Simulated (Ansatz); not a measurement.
CaMg, space group P4/mmm: a frozen displacement of one atom, run with Ansatz 0.2.0 through its Python package.

The script, `camg_push.py`:
```python
"""Energy and force of CaMg as one atom is pushed off its site."""

import ansatz
import numpy as np


def main() -> None:
    camg = (
        ansatz.Lattice.of((4.027372, 0.0, 0.0), (0.0, 4.027372, 0.0), (0.0, 0.0, 3.861624))
        .atom("Ca", (0.0, 0.0, 0.5))
        .atom("Mg", (0.5, 0.5, 0.0))
    )

    inverse = np.linalg.inv(np.array(camg.lattice.vectors))
    home = np.array(camg.sites[1].position)
    values = np.linspace(-0.02, 0.02, 5)
    energies, pulls = [], []
    for shift in values:
        moved = camg.move(1, to=home + shift * inverse[0])
        setup = (
            moved.calculation()
            .occupations("Fermi-Dirac")
            .functional("r2scan")
            .kpoints(6, 6, 7)
            .forces()
        )
        r = setup.run(threads=1, pin="off").report
        energies.append(r["free_energy_ev"])
        pulls.append(r["forces_ev_ang"][1][0])

    # the force is minus the slope of the free energy
    print("shift (A)   dE (eV)   force along x (eV/A)")
    for shift, e, f in zip(values, energies, pulls):
        print(f"{shift:8.3f} {e - energies[2]:10.5f} {f:12.4f}")
    print(f"stiffness from energies {2 * np.polyfit(values, energies, 2)[0]:.3f}, from forces {-np.polyfit(values, pulls, 1)[0]:.3f} eV/A^2")


if __name__ == "__main__":
    main()
```

How stiff is this displacement, and do energies and forces agree?

The curvature of the energy gives 2.455 eV/Å² and the slope of the force 2.455 eV/Å², a positive curvature.

The run itself:

`python camg_push.py` gives:
```text
DeckWarning: basis.ecutwfc = 500 eV, auto-derived from the records' recommended cutoffs: set by Ca (their level for a meta-GGA)
shift (A)   dE (eV)   force along x (eV/A)
  -0.020    0.00049       0.0491
  -0.010    0.00012       0.0246
   0.000    0.00000      -0.0000
   0.010    0.00012      -0.0246
   0.020    0.00049      -0.0491
stiffness from energies 2.455, from forces 2.455 eV/A^2
```
(Warnings from the package without file and line.)

For a metal this k-point mesh is coarse: on a finer one energies can move by several to tens of meV an atom and pressures by half a GPa or more, differences at one mesh by less. In a metal a curvature from energy changes of a few meV or less hangs on mesh and smearing, in size and even in sign. This cell is a computed structure, which may not be the phase found in nature. All periodic images of the atom move with it, so the curvature is one diagonal element of the zone-centre force constants and no normal mode; a positive value doesn't exclude soft modes in which several atoms move. The whole script took 51 s on 1 thread of Arm Neoverse V1 (shared host), peak memory 0.53 GiB.

(Lines on the test bed's own set-up are left out of the output.)
